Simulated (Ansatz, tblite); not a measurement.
# C25H22S5: rung by rung

The task here is to estimate one member of a computed series from the others.

Program: Ansatz 0.2.0, Gaussian basis. Level of theory: as each input shows. These are calculated values, not measurements.

Levels to be run: GFN1-xTB, GFN2-xTB, PBE-D4/def2-TZVP, r2SCAN-D4/def2-TZVP, B97M-V/def2-TZVP, BLYP-D4/def2-TZVP, B3LYP-D4/def2-TZVP, PBE-D4/def2-SVP, PBE0-D4/def2-SVP, HF/STO-3G, MP2/def2-SVP, RPA/def2-SVP.

## The relaxed structure

The singlet was relaxed beforehand with r2SCAN-D4/def2-SVP.

52 atoms, charge 0, spin multiplicity 1.

Bond lengths: C1–C2 1.499 Å, C1–H31 1.103 Å, C1–H32 1.099 Å, C1–H33 1.102 Å, C2–C3 1.380 Å, C2–C30 1.423 Å, C3–S4 1.723 Å, C3–H34 1.091 Å, S4–C5 1.752 Å, C5–C6 1.443 Å, C5–C30 1.389 Å, C6–S7 1.747 Å, C6–C28 1.399 Å, S7–C8 1.747 Å, C8–C9 1.439 Å, C8–C27 1.391 Å, C9–S10 1.748 Å, C9–C25 1.400 Å and more. Angles: C2–C1–H31 111.1°, C2–C1–H32 111.4°, C2–C1–H33 111.2°, H31–C1–H32 107.9°, H31–C1–H33 107.1°, H32–C1–H33 108.0°, C1–C2–C3 124.5°, C1–C2–C30 123.9°, C3–C2–C30 111.5°, C2–C3–S4 112.5°, C2–C3–H34 127.7°, S4–C3–H34 119.8°, C3–S4–C5 92.1°, S4–C5–C6 122.7°, S4–C5–C30 109.6°, C6–C5–C30 127.8°, C5–C6–S7 118.4°, C5–C6–C28 130.9° and more.

PBE0-D4/def2-TZVP was run before; its log isn't repeated, and its numbers join the tables.

Set-up of the first run:

Tight binding, by tblite at 300 K electronic temperature and without a spin-polarisation term:

```python
tblite.interface.Calculator('GFN1-xTB', numbers, positions, charge=0, uhf=0).singlepoint()
```

Tight binding, by tblite at 300 K electronic temperature and without a spin-polarisation term:

```python
tblite.interface.Calculator('GFN2-xTB', numbers, positions, charge=0, uhf=0).singlepoint()
```

start.molden holds the orbitals of an earlier run on this state, given as this run's starting guess.

Input file in.yaml:

```yaml
crystal:
  periodic: [false, false, false]
  atoms:
    - {symbol: C, position_ang: [8.891181, 2.254743, -0.285450]}
    - {symbol: C, position_ang: [8.067294, 1.011642, -0.132212]}
    - {symbol: C, position_ang: [8.586168, -0.261955, -0.018501]}
    - {symbol: S, position_ang: [7.360690, -1.458058, 0.169632]}
    - {symbol: C, position_ang: [6.087191, -0.257488, 0.101555]}
    - {symbol: C, position_ang: [4.688169, -0.600746, 0.184321]}
    - {symbol: S, position_ang: [3.508715, 0.608434, -0.263371]}
    - {symbol: C, position_ang: [2.165292, -0.449521, 0.096214]}
    - {symbol: C, position_ang: [0.791449, -0.042828, -0.033864]}
    - {symbol: S, position_ang: [-0.441573, -1.039702, 0.702579]}
    - {symbol: C, position_ang: [-1.731059, -0.002898, 0.142430]}
    - {symbol: C, position_ang: [-3.119351, -0.283005, 0.394316]}
    - {symbol: S, position_ang: [-4.325118, 0.590001, -0.522567]}
    - {symbol: C, position_ang: [-5.643999, -0.215055, 0.288847]}
    - {symbol: C, position_ang: [-7.027280, 0.083756, 0.010383]}
    - {symbol: S, position_ang: [-8.248708, -0.495962, 1.120836]}
    - {symbol: C, position_ang: [-9.519789, 0.174439, 0.178036]}
    - {symbol: C, position_ang: [-9.035056, 0.823133, -0.932180]}
    - {symbol: C, position_ang: [-7.614387, 0.785004, -1.046685]}
    - {symbol: C, position_ang: [-6.868697, 1.415754, -2.183575]}
    - {symbol: C, position_ang: [-5.138144, -1.119890, 1.214527]}
    - {symbol: C, position_ang: [-3.726034, -1.174489, 1.287161]}
    - {symbol: C, position_ang: [-2.992965, -2.089163, 2.220594]}
    - {symbol: C, position_ang: [-1.192754, 1.063884, -0.570656]}
    - {symbol: C, position_ang: [0.217752, 1.060705, -0.676790]}
    - {symbol: C, position_ang: [0.984719, 2.129179, -1.394568]}
    - {symbol: C, position_ang: [2.647760, -1.679812, 0.530189]}
    - {symbol: C, position_ang: [4.058077, -1.784229, 0.582224]}
    - {symbol: C, position_ang: [4.765549, -3.034192, 1.009044]}
    - {symbol: C, position_ang: [6.645496, 1.004006, -0.063977]}
    - {symbol: H, position_ang: [8.749916, 2.932470, 0.572791]}
    - {symbol: H, position_ang: [9.962631, 2.020146, -0.357140]}
    - {symbol: H, position_ang: [8.603907, 2.814290, -1.190552]}
    - {symbol: H, position_ang: [9.635872, -0.558168, -0.023537]}
    - {symbol: H, position_ang: [-10.555429, 0.055810, 0.495949]}
    - {symbol: H, position_ang: [-9.677521, 1.317872, -1.664571]}
    - {symbol: H, position_ang: [-6.275712, 2.286491, -1.855039]}
    - {symbol: H, position_ang: [-7.569790, 1.763977, -2.955724]}
    - {symbol: H, position_ang: [-6.166330, 0.709125, -2.655211]}
    - {symbol: H, position_ang: [-5.786482, -1.745289, 1.833371]}
    - {symbol: H, position_ang: [-3.695010, -2.572309, 2.915157]}
    - {symbol: H, position_ang: [-2.240053, -1.548342, 2.816621]}
    - {symbol: H, position_ang: [-2.459357, -2.886684, 1.676371]}
    - {symbol: H, position_ang: [-1.816575, 1.849061, -1.005091]}
    - {symbol: H, position_ang: [0.298643, 2.808215, -1.920790]}
    - {symbol: H, position_ang: [1.681812, 1.705774, -2.136002]}
    - {symbol: H, position_ang: [1.586421, 2.736167, -0.697298]}
    - {symbol: H, position_ang: [1.983956, -2.505532, 0.798380]}
    - {symbol: H, position_ang: [5.300426, -3.507116, 0.168087]}
    - {symbol: H, position_ang: [5.513891, -2.834278, 1.792994]}
    - {symbol: H, position_ang: [4.047199, -3.767908, 1.401741]}
    - {symbol: H, position_ang: [6.036974, 1.910571, -0.119010]}
basis:
  gaussian: {orbitals: def2-TZVP, fitting: {mean_field: def2-universal-jkfit}, initial_orbitals: start.molden}
hamiltonian: {xc: pbe, dispersion: d4}
scf: {omitted_lower_state_checks: [starts]}
output: {orbitals: {seedname: orbitals}}
```

On the command line:

```
> ansatz run in.yaml --threads 2 --pin off --events-out ev --progress --plain --max-ram 32768MiB --backend cuda --devices 0, --max-vram 18GiB
```

Among the steps run: PBE-D4/def2-TZVP; r2SCAN-D4/def2-TZVP; B97M-V/def2-TZVP; BLYP-D4/def2-TZVP; B3LYP-D4/def2-TZVP; PBE-D4/def2-SVP; PBE0-D4/def2-SVP; HF/STO-3G; MP2/def2-SVP; RPA/def2-SVP.

One of the session's tables, all rows but one given; the rest of the session is left out.

It belongs to the step «Binding energy». 

| level | binding an atom (eV) |
| --- | --- |
| HF/STO-3G | 4.166 |
| HF/def2-SVP | 3.566 |
| PBE-D4/def2-SVP | 5.140 |
| PBE-D4/def2-TZVP | 5.080 |
| BLYP-D4/def2-TZVP | 4.879 |
| r2SCAN-D4/def2-TZVP | 4.918 |
| B97M-V/def2-TZVP | 4.898 |
| B3LYP-D4/def2-TZVP | ? |
| PBE0-D4/def2-SVP | 5.028 |
| PBE0-D4/def2-TZVP | 4.968 |
| MP2/def2-SVP | 4.798 |

**Question.** Estimate the row for B3LYP-D4/def2-TZVP.

**Answer.** binding an atom (eV): 4.865. In the column «binding an atom (eV)» it lies between MP2/def2-SVP (4.798) and BLYP-D4/def2-TZVP (4.879).

Caveats from the session: Free atoms were run apart at each level; binding is atoms less cluster, divided by the number of atoms, without zero-point or spin-orbit terms.
